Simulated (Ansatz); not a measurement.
A nudged elastic band was laid between two geometries of a periodic cell of 17 atoms, Si₁₆B (host Si, host structure diamond, interstitial B).

Theory: DFT r2SCAN, scalar-relativistic, plane waves, PAW (Ansatz). Settings: PAW set soft_1, cutoff 500 eV, k mesh 2x2x2, gaussian smearing 0.02 eV, spin collinear.

```json
{
  "movable images": "7",
  "climbing image": "yes",
  "spring": "5.0 eV/Å²",
  "optimiser": "quadratic models (default)",
  "start path": "IDPP",
  "force threshold": "0.05 eV/Å",
  "iteration limit": "7",
  "end points": "relaxed"
}
```

Initial state:

```xyz
17
Lattice="0.0000 5.4300 5.4300 5.4300 0.0000 5.4300 5.4300 5.4300 0.0000" Properties=species:S:1:pos:R:3
Si -0.001 0.001 0.001
Si 1.370 1.341 1.338
Si 2.702 2.731 0.009
Si 4.090 4.063 1.341
Si 2.700 0.012 2.730
Si 4.092 1.341 4.060
Si 5.422 2.730 2.728
Si 6.796 4.065 4.064
Si 0.006 2.670 2.671
Si 1.349 4.079 4.080
Si 2.756 5.425 2.674
Si 4.033 6.825 4.076
Si 2.758 2.671 5.424
Si 4.032 4.079 6.827
Si 5.444 5.416 5.416
Si 6.785 6.825 6.826
B 8.790 7.515 7.504
```

Final state:

Only the atoms that move by more than 0.05 Å are listed.
```
Si1 -0.041 0.041 -0.005
Si2 1.367 1.312 1.403
Si4 4.115 4.068 1.399
Si9 -0.041 2.721 2.674
Si11 2.715 5.469 2.676
Si12 4.115 6.745 4.077
Si13 2.723 2.710 5.435
Si14 4.060 4.085 6.769
Si16 6.783 6.803 6.772
B17 10.159 6.150 7.425
```

(1) Which bonds break or form, and what moves?

(2) What energy profile does the band end with?

The band took 2 iterations and of the order of 80 core-minutes.

## Answers

(1) The atom that moves furthest is B17, by 1.93 Å; four of its nearest neighbours are Si14 2.21, Si12 2.22, Si16 2.23, Si9 2.24 Å at the first end and Si9 2.21, Si1 2.21, Si2 2.23, Si11 2.23 Å at the last.

(2) The run ended unconverged. The highest image is number 4 of 0 to 8, 0.150 eV above the ends, which have the same energy within 2 meV. The band didn't meet its force threshold, so its energies are provisional: the largest band force was still 0.28 eV/Å, and over the last iterations the top moved between 0.15 and 0.22 eV. Limits of this set-up: coarse k mesh, a small cell, in which the defect meets its images, a typed lattice constant that wasn't relaxed here.

| image | path coordinate (Å) | energy (eV) | Si14–B17 (Å) | Si16–B17 (Å) | Si1–B17 (Å) |
| --- | --- | --- | --- | --- | --- |
| 0 | 0.00 | 0.000 | 2.21 | 2.23 | 3.59 |
| 1 | 0.25 | 0.010 | 2.29 | 2.31 | 3.32 |
| 2 | 0.50 | 0.107 | 2.40 | 2.43 | 3.06 |
| 3 | 0.76 | 0.114 | 2.54 | 2.57 | 2.82 |
| 4 | 1.01 | 0.150 | 2.71 | 2.74 | 2.62 |
| 5 | 1.26 | 0.129 | 2.89 | 2.92 | 2.41 |
| 6 | 1.52 | 0.118 | 3.08 | 3.10 | 2.30 |
| 7 | 1.77 | 0.050 | 3.29 | 3.30 | 2.25 |
| 8 | 2.02 | 0.000 | 3.49 | 3.50 | 2.21 |

The run took 34 min on 4 threads of Arm Neoverse V1, with other jobs on the host, peak memory 5.2 GiB.
